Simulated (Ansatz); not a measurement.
# TaO (doublet): the correlation ladder, def2-QZVPP

One table from this session's results is given with a row withheld; the runs are named, their logs left out.

Computed with Ansatz 0.2.0, Gaussian basis. Level: def2-QZVPP, core rule «outside noble gas», up to 5 orbitals frozen.

To be run: UHF; ROHF; CCSD(T) on UHF.

### What is computed

The geometry is a PBE0/def2-TZVP stationary point (not a proven minimum) of the parent state, kept for this charge and spin. No spin-orbit coupling is included. Elements past krypton take def2 core potentials.

2 atoms, charge 0, spin multiplicity 2.

Atoms are counted from 1 here; the program's logs count them from 0.

Bond lengths: Ta1–O2 1.699 Å.

Set-up of the first run:

The input, in.yaml:

```yaml
crystal:
  periodic: [false, false, false]
  atoms:
    - {symbol: Ta, position_ang: [0.000000, 0.000000, 0.000000]}
    - {symbol: O, position_ang: [0.000000, 0.000000, 1.698600]}
basis:
  gaussian: {orbitals: "def2-QZVPP.json"}
magnetization: {spin_polarized: true, initial_magnetization: 1}
hamiltonian: {xc: hf}
output: {orbitals: {seedname: orbitals}}
```

Command:

```
$ ansatz run in.yaml --threads 1 --pin off --events-out ev --progress --plain --max-ram 4096MiB --backend cpu
```

Among the steps run: UHF; ROHF; CCSD(T) on UHF.

One of the session's tables, all rows but one given; the rest of the session is left out.

| method | from UCCSD(T) (meV) |
| --- | --- |
| ROHF | ? |
| UHF | +11200.8 |
| UMP2 | +491.4 |
| UCCSD | +755.6 |
| UCCSD(T) | 0 |

**Question.** Estimate the row for ROHF.

The run gave: from UCCSD(T) (meV): +11394.4. In the column «from UCCSD(T) (meV)» it is the highest.
